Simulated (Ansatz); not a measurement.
# TlNi2S2: the cost of one run

Program: Ansatz 0.2.0. Level of theory: DFT PBEsol, scalar-relativistic, plane waves, PAW. These are calculated values, not measurements.

2 further runs of the same task are left out: 2 set aside as unsound or not needed.

## (1) The starting structure

Symmetry: I4/mmm, No. 139, tetragonal system. The conventional cell has a = 3.755 Å, b = 3.755 Å, c = 12.527 Å, α = 90.00°, β = 90.00°, γ = 90.00°. Tl (site symmetry 4/mmm) is surrounded by 8 S at 3.28 Å and 8 Ni at 3.65 Å and 4 Tl at 3.75 Å. Ni (site symmetry -4m2) has 4 S at 2.23 Å as nearest neighbours. S (site symmetry 4mm) is surrounded by 4 Ni at 2.23 Å.

Structure file:

```
Tl Ni S
1.0
    -1.87742    1.87742    6.26330
     1.87742   -1.87742    6.26330
     1.87742    1.87742   -6.26330
Tl Ni S
1 2 2
Direct
  0.00000 0.00000 0.00000
  0.75000 0.25000 0.50000
  0.25000 0.75000 0.50000
  0.34677 0.34677 0.00000
  0.65323 0.65323 0.00000
```

It is the result of an earlier relaxation at this level (volume 17.66 Å³/atom; gap on the mesh: none (metal)).

## (2) Relaxing with PBEsol

Contents of input.yaml:

```yaml
crystal:
  lattice:
    - [-1.8774211564, 1.8774211564, 6.2632978131]
    - [1.8774211564, -1.8774211564, 6.2632978131]
    - [1.8774211564, 1.8774211564, -6.2632978131]
  atoms:
    - { symbol: Tl, position: [0.0, 0.0, 0.0] }
    - { symbol: Ni, position: [0.75, 0.25, 0.5] }
    - { symbol: Ni, position: [0.25, 0.75, 0.5] }
    - { symbol: S, position: [0.346770946, 0.346770946, 0.0] }
    - { symbol: S, position: [0.653229054, 0.653229054, 0.0] }
basis:
  ecutwfc: 420
kpoints:
  mp_grid: { grid: [14, 14, 14] }
hamiltonian:
  xc: pbesol
scf:
  occupations: { method: gaussian, width: 0.1 }
output:
  forces: true
  stress: true
  eigenvalues: true
relax:
  adjacent_minimum: "off"
  f_tol: 0.005
  max_steps: 50
  cell: { stress_tol: 0.05 }
```

Run with:

```console
ansatz run input.yaml --threads 2 --pin off --max-ram 5120MiB --backend cpu --events-out ev --progress --plain --runs-dir out
```

What time and memory should one allow on 2 threads of AMD EPYC (Zen 3), shared host?

About 5.8 min, with a peak of 0.86 GiB.
